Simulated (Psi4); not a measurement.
# BHOF2 (difluorohydroxyborane) at TPSS/def2-TZVPD (Coulomb fitting set, sweep point 1), part 2 of 2

Psi4 1.11. The steps go on from the part before.

## Step 3: The triplet at the same level

File calc.inp:

```
memory 1600 MB

molecule {
  0 3
  O      0.038630     1.000750     0.174310
  B      0.105760    -0.342460     0.137210
  F      0.731030    -0.986880     1.100700
  F     -0.439530    -1.051930    -0.843330
  H     -0.435890     1.380520    -0.568880
  units angstrom
  symmetry c1
}

set {
  basis                def2-TZVPD
  reference            uks
  puream               true
  scf_type             df
  dft_radial_points    99
  dft_spherical_points 590
  df_basis_scf         def2-universal-jfit
  maxiter              100
}

result, w = energy("tpss", return_wfn=True)
print_variables()
```

Launch:

```bash
psi4 -i calc.inp -o calc.out -n 1
```

calc.out:

```text
Psi4 1.11 release

   => Loading Basis Set <=

    Name: DEF2-TZVPD
    Role: ORBITAL
    Keyword: BASIS

         ---------------------------------------------------------
                                   SCF
                              UKS Reference
                        1 Threads,   1525 MiB Core
         ---------------------------------------------------------

  ==> Geometry <==

    Molecular point group: c1
    Full point group: C1

    Geometry (in Angstrom), charge = 0, multiplicity = 3:

       Center              X                  Y                   Z               Mass
    ------------   -----------------  -----------------  -----------------  -----------------
         O           -0.065613010079     1.381095167930     0.043797989885    15.994914619570
         B            0.001516989921     0.037885167930     0.006697989885    11.009305360000
         F            0.626786989921    -0.606534832070     0.970187989885    18.998403162730
         F           -0.543773010079    -0.671584832070    -0.973842010115    18.998403162730
         H           -0.540133010079     1.760865167930    -0.699392010115     1.007825032230

  Running in c1 symmetry.

  Rotational constants: A =      0.34436  B =      0.33633  C =      0.17015 [cm^-1]
  Rotational constants: A =  10323.59215  B =  10082.88988  C =   5100.91071 [MHz]
  Nuclear repulsion =  112.725598717264262

  Charge       = 0
  Multiplicity = 3
  Electrons    = 32
  Nalpha       = 17
  Nbeta        = 15

  ==> Algorithm <==

  SCF Algorithm Type is DF.
  DIIS enabled.
  MOM disabled.
  Fractional occupation disabled.
  Guess Type is SAD.
  Energy threshold   = 1.00e-06
  Density threshold  = 1.00e-06
  Integral threshold = 1.00e-12

  ==> Primary Basis <==

  Basis Set: DEF2-TZVPD
    Blend: DEF2-TZVPD
    Number of shells: 60
    Number of basis functions: 166
    Number of Cartesian functions: 190
    Spherical Harmonics?: true
    Max angular momentum: 3

  ==> DFT Potential <==

   => LibXC <=

    Version 7.1.2

   => Composite Functional: TPSS <=

    TPSS Meta-GGA XC Functional

    Deriv               =              1
    GGA                 =           TRUE
    Meta                =           TRUE

    Exchange Hybrid     =          FALSE
    MP2 Hybrid          =          FALSE

   => Exchange Functionals <=

    1.0000   XC_MGGA_X_TPSS

   => Correlation Functionals <=

    1.0000   XC_MGGA_C_TPSS

   => LibXC Density Thresholds  <==

    XC_MGGA_C_TPSS:  1.00E-15
    XC_MGGA_X_TPSS:  1.00E-15

   => Molecular Quadrature <=

    Radial Scheme          =       TREUTLER
    Pruning Scheme         =           NONE
    Nuclear Scheme         =       TREUTLER

    Blocking Scheme        =         OCTREE
    BS radius alpha        =              1
    Pruning alpha          =              1
    Radial Points          =             99
    Spherical Points       =            590
    Total Points           =         283715
    Total Blocks           =           2113
    Max Points             =            256
    Max Functions          =            162
    Weights Tolerance      =       1.00E-15

   => Loading Basis Set <=

    Name: DEF2-UNIVERSAL-JFIT
    Role: JKFIT
    Keyword: DF_BASIS_SCF

  ==> Integral Setup <==

  DFHelper Memory: AOs need 0.048 GiB; user supplied 0.048 GiB.
  SCF_SUBTYPE=INCORE selected. In-core MEM_DF algorithm will be used.
  Using in-core AOs.

  ==> MemDFJK: Density-Fitted J/K Matrices <==

    J tasked:                   Yes
    K tasked:                    No
    wK tasked:                   No
    Memory [MiB]:                49
    Algorithm:                 Core
    Schwarz Cutoff:           1E-12
    Mask sparsity (%):       0.8637
    Fitting Condition:        1E-10

   => Auxiliary Basis Set <=

  Basis Set: DEF2-UNIVERSAL-JFIT
    Blend: DEF2-UNIVERSAL-JFIT
    Number of shells: 65
    Number of basis functions: 207
    Number of Cartesian functions: 256
    Spherical Harmonics?: true
    Max angular momentum: 4

  Cached 33.4% of DFT collocation blocks in 0.924 [GiB].

  Minimum eigenvalue in the overlap matrix is 7.6105424189E-05.
  Reciprocal condition number of the overlap matrix is 8.1892139804E-06.
    Using symmetric orthogonalization.

  ==> Pre-Iterations <==

  SCF Guess: Superposition of Atomic Densities via on-the-fly atomic UHF (no occupation information).

   -------------------------
    Irrep   Nso     Nmo
   -------------------------
     A        166     166
   -------------------------
    Total     166     166
   -------------------------

  ==> Iterations <==

                           Total Energy        Delta E     RMS |[F,P]|

   @DF-UKS iter SAD:  -300.12758937306836   -3.00128e+02   0.00000e+00
   @DF-UKS iter   1:  -300.03376432872369    9.38250e-02   5.30666e-03 DIIS/ADIIS
   @DF-UKS iter   2:  -298.34357854339044    1.69019e+00   1.21767e-02 DIIS/ADIIS
   @DF-UKS iter   3:  -300.19612486759405   -1.85255e+00   3.33512e-03 DIIS/ADIIS
   @DF-UKS iter   4:  -300.15162545949329    4.44994e-02   4.27285e-03 DIIS/ADIIS
   @DF-UKS iter   5:  -300.31117285606109   -1.59547e-01   2.30511e-03 DIIS/ADIIS
   @DF-UKS iter   6:  -300.35145763197244   -4.02848e-02   1.56169e-03 DIIS/ADIIS
   @DF-UKS iter   7:  -300.36816927128598   -1.67116e-02   1.14870e-03 DIIS/ADIIS
   @DF-UKS iter   8:  -300.37843597004019   -1.02667e-02   6.94314e-04 DIIS/ADIIS
   @DF-UKS iter   9:  -300.38361200497809   -5.17603e-03   1.54446e-04 DIIS/ADIIS
   @DF-UKS iter  10:  -300.38399104586040   -3.79041e-04   5.00610e-05 DIIS
   @DF-UKS iter  11:  -300.38403312615179   -4.20803e-05   1.11970e-05 DIIS
   @DF-UKS iter  12:  -300.38403444623424   -1.32008e-06   8.03413e-06 DIIS
   @DF-UKS iter  13:  -300.38403526803575   -8.21802e-07   1.07660e-06 DIIS
   @DF-UKS iter  14:  -300.38403528413818   -1.61024e-08   6.34584e-07 DIIS
  Energy and wave function converged.

  ==> Post-Iterations <==

   Electrons on quadrature grid:
      Nalpha   =   16.9999995076 ; deviation = -4.924e-07
      Nbeta    =   14.9999999295 ; deviation = -7.054e-08
      Ntotal   =   31.9999994371 ; deviation = -5.629e-07

   @Spin Contamination Metric:   2.888348625E-03
   @S^2 Expected:                2.000000000E+00
   @S^2 Observed:                2.002888349E+00
   @S   Expected:                1.000000000E+00
   @S   Observed:                1.000000000E+00

    Orbital Energies [Eh]
    ---------------------

    Alpha Occupied:

       1A    -24.509365     2A    -24.509276     3A    -19.129352
       4A     -6.805016     5A     -1.245594     6A     -1.215460
       7A     -1.172680     8A     -0.690263     9A     -0.591417
      10A     -0.576916    11A     -0.571542    12A     -0.517133
      13A     -0.498539    14A     -0.468332    15A     -0.465968
      16A     -0.436121    17A     -0.094601

    Alpha Virtual:

      18A     -0.083551    19A     -0.031169    20A      0.006932
      21A      0.009111    22A      0.035040    23A      0.038416
      24A      0.058782    25A      0.063344    26A      0.074562
      27A      0.085109    28A      0.094022    29A      0.131228
      30A      0.138744    31A      0.148379    32A      0.155661
      33A      0.155744    34A      0.165167    35A      0.195772
      36A      0.204460    37A      0.207335    38A      0.219129
      39A      0.226710    40A      0.230384    41A      0.263289
      42A      0.273410    43A      0.286671    44A      0.314914
      45A      0.325645    46A      0.340140    47A      0.378027
      48A      0.420131    49A      0.427489    50A      0.443436
      51A      0.486547    52A      0.499204    53A      0.524483
      54A      0.534488    55A      0.551264    56A      0.560008
      57A      0.569501    58A      0.571340    59A      0.582368
      60A      0.594560    61A      0.601372    62A      0.643540
      63A      0.648983    64A      0.651057    65A      0.701008
      66A      0.729987    67A      0.741830    68A      0.767269
      69A      0.864776    70A      0.911189    71A      0.923163
      72A      0.932618    73A      0.989296    74A      0.998258
      75A      1.000711    76A      1.042098    77A      1.124754
      78A      1.132106    79A      1.175928    80A      1.205969
      81A      1.215238    82A      1.427162    83A      1.435857
      84A      1.463636    85A      1.511554    86A      1.641113
      87A      1.661246    88A      1.678187    89A      1.786692
      90A      1.805526    91A      1.840819    92A      1.864684
      93A      1.875727    94A      1.957298    95A      2.002092
      96A      2.016369    97A      2.049513    98A      2.082324
      99A      2.198570   100A      2.254231   101A      2.301560
     102A      2.315032   103A      2.401544   104A      2.426088
     105A      2.433831   106A      2.652046   107A      2.682652
     108A      2.751718   109A      2.793523   110A      2.798268
     111A      2.831734   112A      2.839039   113A      2.868266
     114A      2.949055   115A      3.044209   116A      3.201062
     117A      3.356528   118A      3.472004   119A      3.498306
     120A      3.566900   121A      3.835857   122A      3.921666
     123A      3.971010   124A      4.307074   125A      4.668683
     126A      4.696850   127A      5.030705   128A      5.149242
     129A      5.275009   130A      5.349901   131A      5.420309
     132A      5.834457   133A      6.104645   134A      6.194317
     135A      6.421232   136A      6.466178   137A      6.727399
     138A      6.757694   139A      6.768981   140A      6.793672
     141A      6.796515   142A      6.842683   143A      6.869911
     144A      6.960917   145A      6.983891   146A      7.009138
     147A      7.062250   148A      7.099407   149A      7.156224
     150A      7.255138   151A      7.291125   152A      7.558769
     153A      8.315447   154A      8.383258   155A      8.398545
     156A      8.420812   157A      8.615043   158A      8.695690
     159A      8.803987   160A      8.817643   161A      8.892542
     162A      9.224681   163A     16.096270   164A     43.634673
     165A     57.477520   166A     57.536611

    Beta Occupied:

       1A    -24.506115     2A    -24.505730     3A    -19.103554
       4A     -6.805310     5A     -1.237212     6A     -1.208224
       7A     -1.116815     8A     -0.669856     9A     -0.586284
      10A     -0.563541    11A     -0.516132    12A     -0.501767
      13A     -0.461599    14A     -0.450981    15A     -0.431776

    Beta Virtual:

      16A     -0.412579    17A     -0.059642    18A     -0.054754
      19A     -0.001786    20A      0.027008    21A      0.035729
      22A      0.055096    23A      0.063597    24A      0.079151
      25A      0.089653    26A      0.094173    27A      0.101376
      28A      0.120501    29A      0.148704    30A      0.158921
      31A      0.167112    32A      0.173937    33A      0.175492
      34A      0.189185    35A      0.213517    36A      0.218487
      37A      0.225352    38A      0.236630    39A      0.246941
      40A      0.254319    41A      0.281716    42A      0.297730
      43A      0.302005    44A      0.329573    45A      0.336253
      46A      0.353585    47A      0.398538    48A      0.435008
      49A      0.444556    50A      0.454855    51A      0.503625
      52A      0.513966    53A      0.532615    54A      0.543591
      55A      0.558648    56A      0.568221    57A      0.577015
      58A      0.579607    59A      0.588151    60A      0.607377
      61A      0.620942    62A      0.654658    63A      0.657622
      64A      0.664558    65A      0.712881    66A      0.746116
      67A      0.754769    68A      0.778197    69A      0.875563
      70A      0.917755    71A      0.932148    72A      0.942723
      73A      1.000395    74A      1.012046    75A      1.012392
      76A      1.047333    77A      1.135601    78A      1.142798
      79A      1.187953    80A      1.214103    81A      1.228122
      82A      1.442509    83A      1.463090    84A      1.468399
      85A      1.545210    86A      1.648656    87A      1.672299
      88A      1.717618    89A      1.800002    90A      1.813221
      91A      1.848652    92A      1.876246    93A      1.887855
      94A      1.965068    95A      2.006724    96A      2.039277
      97A      2.061946    98A      2.092039    99A      2.225754
     100A      2.268041   101A      2.321597   102A      2.337584
     103A      2.416707   104A      2.433838   105A      2.457436
     106A      2.680744   107A      2.694874   108A      2.757564
     109A      2.802104   110A      2.807878   111A      2.845545
     112A      2.873231   113A      2.894901   114A      2.955748
     115A      3.062469   116A      3.223636   117A      3.369055
     118A      3.495741   119A      3.509205   120A      3.593657
     121A      3.873671   122A      3.935167   123A      3.977141
     124A      4.326778   125A      4.676060   126A      4.704248
     127A      5.101945   128A      5.221319   129A      5.348849
     130A      5.429436   131A      5.485858   132A      5.883697
     133A      6.214817   134A      6.308198   135A      6.522273
     136A      6.547528   137A      6.764906   138A      6.774099
     139A      6.787152   140A      6.804480   141A      6.812109
     142A      6.852338   143A      6.909566   144A      6.968366
     145A      6.996322   146A      7.039413   147A      7.069779
     148A      7.109851   149A      7.164895   150A      7.273058
     151A      7.306527   152A      7.574617   153A      8.326757
     154A      8.395316   155A      8.409548   156A      8.430820
     157A      8.626839   158A      8.707012   159A      8.810257
     160A      8.824368   161A      8.900820   162A      9.231834
     163A     16.099042   164A     43.671312   165A     57.481857
     166A     57.540876

    Final Occupation by Irrep:
              A
    DOCC [    15 ]
    SOCC [     2 ]
    NA   [    17 ]
    NB   [    15 ]

  @DF-UKS Final Energy:  -300.38403528413818

   => Energetics <=

    Nuclear Repulsion Energy =            112.7255987172642619
    One-Electron Energy =                -636.8608342842795764
    Two-Electron Energy =                 257.6768714902401030
    DFT Exchange-Correlation Energy =     -33.9256712073629529
    Empirical Dispersion Energy =           0.0000000000000000
    VV10 Nonlocal Energy =                  0.0000000000000000
    Total Energy =                       -300.3840352841381787

  UHF NO Occupations:
  HONO-2 :   15  A 1.9993895
  HONO-1 :   16  A 1.0000000
  HONO-0 :   17  A 1.0000000
  LUNO+0 :   18  A 0.0006105
  LUNO+1 :   19  A 0.0005678
  LUNO+2 :   20  A 0.0001340
  LUNO+3 :   21  A 0.0000917

Computation Completed

Properties will be evaluated at   0.000000,   0.000000,   0.000000 [a0]

Properties computed using the SCF density matrix

 Multipole Moments:

 ------------------------------------------------------------------------------------
     Multipole            Electronic (a.u.)      Nuclear  (a.u.)        Total (a.u.)
 ------------------------------------------------------------------------------------

 L = 1.  Multiply by 2.5417464519 to convert [e a0] to [Debye]
 Dipole X            :          0.9826511           -0.5864318            0.3962193
 Dipole Y            :         -3.2715070            2.8269837           -0.4445232
 Dipole Z            :          1.2614998           -0.6583888            0.6031111
 Magnitude           :                                                    0.8475456

 ------------------------------------------------------------------------------------

	total time  =        117 seconds =       1.95 minutes

  Variable Map:
  ----------------------------------------------------------------------------
  "CURRENT ENERGY"              =>    -300.384035284138
  "CURRENT REFERENCE ENERGY"    =>    -300.384035284138
  "DD SOLVATION ENERGY"         =>       0.000000000000
  "DFT FUNCTIONAL TOTAL ENERGY" =>    -300.384035284138
  "DFT TOTAL ENERGY"            =>    -300.384035284138
  "DFT VV10 ENERGY"             =>       0.000000000000
  "DFT XC ENERGY"               =>     -33.925671207363
  "GRID ELECTRONS ALPHA"        =>      16.999999507636
  "GRID ELECTRONS BETA"         =>      14.999999929461
  "GRID ELECTRONS TOTAL"        =>      31.999999437097
  "NUCLEAR REPULSION ENERGY"    =>     112.725598717264
  "ONE-ELECTRON ENERGY"         =>    -636.860834284280
  "PCM POLARIZATION ENERGY"     =>       0.000000000000
  "PE ENERGY"                   =>       0.000000000000
  "SCF ITERATION ENERGY"        =>    -300.384035284138
  "SCF ITERATIONS"              =>      14.000000000000
  "SCF TOTAL ENERGY"            =>    -300.384035284138
  "TWO-ELECTRON ENERGY"         =>     257.676871490240
  "XC GRID RADIAL POINTS"       =>      99.000000000000
  "XC GRID SPHERICAL POINTS"    =>     590.000000000000
  "XC GRID TOTAL POINTS"        =>  283715.000000000000

  Array Variable Map:
  ----------------------------------------------------------------------------
  "CURRENT DIPOLE"              =>       0.396219315163 ... 0.603111074633 1 by 3
  "SCF DIPOLE"                  =>       0.396219315163 ... 0.603111074633 1 by 3
  "SCF TOTAL ENERGIES"          =>    -300.127589373068 ... -300.384035284138 1 by 15

    Psi4 run time: 0:01:57.51
```

Run time: 2 min. Hardware: 1 thread of Intel Xeon at 2.70GHz, shared host; peak memory 1.2 GiB.

## Step 4: What came out

The summary covers parts 1 to 2.

Level: TPSS/def2-TZVPD (Coulomb fitting set, sweep point 1).

| quantity | value |
| --- | --- |
| singlet: total energy | -300.69656 Eh |
| singlet: dipole moment | 1.91 D |
| singlet: HOMO energy | -9.06 eV |
| singlet: LUMO energy | -0.81 eV |
| singlet: HOMO–LUMO gap | 8.25 eV |
| triplet: total energy | -300.38404 Eh |
| triplet: dipole moment | 2.15 D |
| triplet: HOMO energy (highest over α and β) | -2.57 eV |
| triplet: ⟨S²⟩ | 2.003 |
| vertical energy of the triplet above the singlet | 8.504 eV |

In words: At this shape the triplet lies 8.50 eV (196 kcal/mol) above the singlet.
